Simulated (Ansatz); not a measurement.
# C2H4BClSi: up Jacob's ladder to CCSD(T)

The task here is to estimate one member of a computed series from the others.

The runs use Ansatz 0.2.0, Gaussian basis; functionals in def2-TZVPP, the program's frozen cores in correlated methods.

The runs, in order: LDA (SPW92), PBE-D4, revPBE-D4, BLYP-D4, r2SCAN-D4, B97M-V, PBE0-D4, B3LYP-D4, r2SCANh-D4, r2SCAN0-D4, HSE06-D4, BHLYP-D4, CAM-B3LYP-D4, LC-ωPBE, ωB97X-V, ωB97M-V, B2PLYP, PBE-QIDH; CCSD(T)/def2-SVP; CCSD(T)/def2-TZVPP; MP2/def2-QZVPP; extrapolation to the limit; RPA on PBE.

## The geometry

All runs share one geometry, relaxed beforehand with PBE0-D4 in a triple-zeta def2 set.

SMILES `[SiH3]C1=C(Cl)B1`, 9 atoms, charge 0, spin multiplicity 1.

Atoms are counted from 1 here; the program's logs count them from 0.

Bond lengths: Si1–C2 1.852 Å, Si1–H6 1.484 Å, Si1–H7 1.484 Å, Si1–H8 1.484 Å, C2–C3 1.347 Å, C2–B5 1.492 Å, C3–Cl4 1.689 Å, C3–B5 1.455 Å, B5–H9 1.181 Å. Angles: C2–Si1–H6 108.3°, C2–Si1–H7 111.3°, C2–Si1–H8 108.3°, H6–Si1–H7 109.8°, H6–Si1–H8 109.5°, H7–Si1–H8 109.8°, Si1–C2–C3 143.7°, Si1–C2–B5 154.9°, C3–C2–B5 61.4°, C2–C3–Cl4 138.0°, C2–C3–B5 64.2°, Cl4–C3–B5 157.8°, C2–B5–C3 54.4°, C2–B5–H9 150.4°, C3–B5–H9 155.2°.

As a file:

```xyz
9
charge 0, multiplicity 1
Si   -1.44639    0.17786   -0.41409
C     0.28355   -0.03510    0.21097
C     1.56161   -0.22010   -0.17363
Cl    2.42659   -0.38388   -1.61545
B     1.33732   -0.14295    1.26182
H    -1.95776    1.48494    0.06826
H    -1.49269    0.13749   -1.89698
H    -2.28047   -0.91565    0.14371
H     1.65684   -0.14892    2.39840
```

Set-up of the first run:

Input file in.yaml:

```yaml
crystal:
  periodic: [false, false, false]
  atoms:
    - {symbol: Si, position_ang: [-1.446393, 0.177865, -0.414094]}
    - {symbol: C, position_ang: [0.283553, -0.035101, 0.210966]}
    - {symbol: C, position_ang: [1.561609, -0.220104, -0.173634]}
    - {symbol: Cl, position_ang: [2.426593, -0.383875, -1.615452]}
    - {symbol: B, position_ang: [1.337322, -0.142949, 1.261821]}
    - {symbol: H, position_ang: [-1.957765, 1.484938, 0.068259]}
    - {symbol: H, position_ang: [-1.492688, 0.137492, -1.896978]}
    - {symbol: H, position_ang: [-2.280468, -0.915647, 0.143713]}
    - {symbol: H, position_ang: [1.656840, -0.148920, 2.398397]}
basis:
  gaussian: {orbitals: def2-TZVPP}
hamiltonian: {xc: lda}
output: {orbitals: {seedname: orbitals}}
```

Launch:

```
$ ansatz run in.yaml --threads 2 --pin off --events-out ev --progress --plain --max-ram 4352MiB
```

Steps of the session up to this table: LDA; PBE-D4 (GGA); revPBE-D4 (GGA); BLYP-D4 (GGA); r2SCAN-D4 (meta-GGA); B97M-V (meta-GGA); B3LYP-D4 (hybrid); r2SCANh-D4 (hybrid); r2SCAN0-D4 (hybrid); HSE06-D4 (hybrid); BHLYP-D4 (hybrid); CAM-B3LYP-D4 (range-separated); LC-ωPBE (range-separated); ωB97X-V (range-separated); ωB97M-V (range-separated); B2PLYP (double hybrid); PBE-QIDH (double hybrid).

One table of the session follows, with a row left open; its other results are not shown here.

It belongs to the step «Frontier levels by functional». 

| functional | HOMO (eV) | gap (eV) |
| --- | --- | --- |
| LDA (SPW92) | ? | ? |
| PBE-D4 | -6.63 | 4.51 |
| revPBE-D4 | -6.58 | 4.54 |
| BLYP-D4 | -6.49 | 4.56 |
| r2SCAN-D4 | -6.88 | 4.98 |
| B97M-V | -7.00 | 5.13 |
| PBE0-D4 | -7.91 | 6.78 |
| B3LYP-D4 | -7.68 | 6.38 |
| r2SCANh-D4 | -7.36 | 5.81 |
| r2SCAN0-D4 | -8.07 | 7.06 |
| HSE06-D4 | -7.51 | 6.00 |
| BHLYP-D4 | -9.09 | 9.11 |
| CAM-B3LYP-D4 | -9.26 | 9.32 |
| LC-ωPBE | -10.61 | 11.78 |
| ωB97X-V | -10.24 | 11.35 |
| ωB97M-V | -10.10 | 11.07 |

Q: Estimate the row for LDA (SPW92) from the others.

As computed: HOMO (eV): -6.77; gap (eV): 4.42. In the column «HOMO (eV)» it lies between r2SCAN-D4 (-6.88) and PBE-D4 (-6.63).
